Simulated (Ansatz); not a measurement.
Crystal: LiFeN.

```xyz
3
Lattice="3.1006 0.0000 0.0000 -1.5503 2.6852 0.0000 0.0000 0.0000 4.1453" Properties=species:S:1:pos:R:3 pbc="T T T"
Fe    0.0000    1.7901    2.0727
N     0.0000    0.0000    2.0727
Li    0.0000    0.0000    0.0000
```

The cell comes from a database or a generator and needn't be the stable form of this composition.

Base run:

```yaml
Program: Ansatz 0.2.0
Functional: PBE
Potentials_or_basis: Ansatz PAW
Cutoff: "420 eV (not typed: the program's choice for these potentials)"
k_mesh: 8 × 8 × 6
Occupations: fermi-dirac, width 0.05 eV
Spin: collinear spin, ferromagnetic start
Starting_moments: "[2.2, 0.0, 0.0] μB"
Fixed_moment: 2.2 μB
```

Its results: pressure 8.2 GPa; site moments Fe +1.76; N +0.08; Li +0.00 μB.

**Question.** The run is repeated on the same cell with these changes: fixed moment from 2.2 μB to 3 μB; moments at the start from [2.2, 0.0, 0.0] to [3.0, 0.0, 0.0]. What comes out?

**Answer.** Pressure 15.6 GPa; site moments Fe +2.30; N +0.16; Li +0.00 μB.

Caveats: the total moment is fixed, so each spin has its own Fermi level; a cell with one magnetic atom can't hold antiferromagnetic order, which such compounds often take; the thresholds are loose for stress.
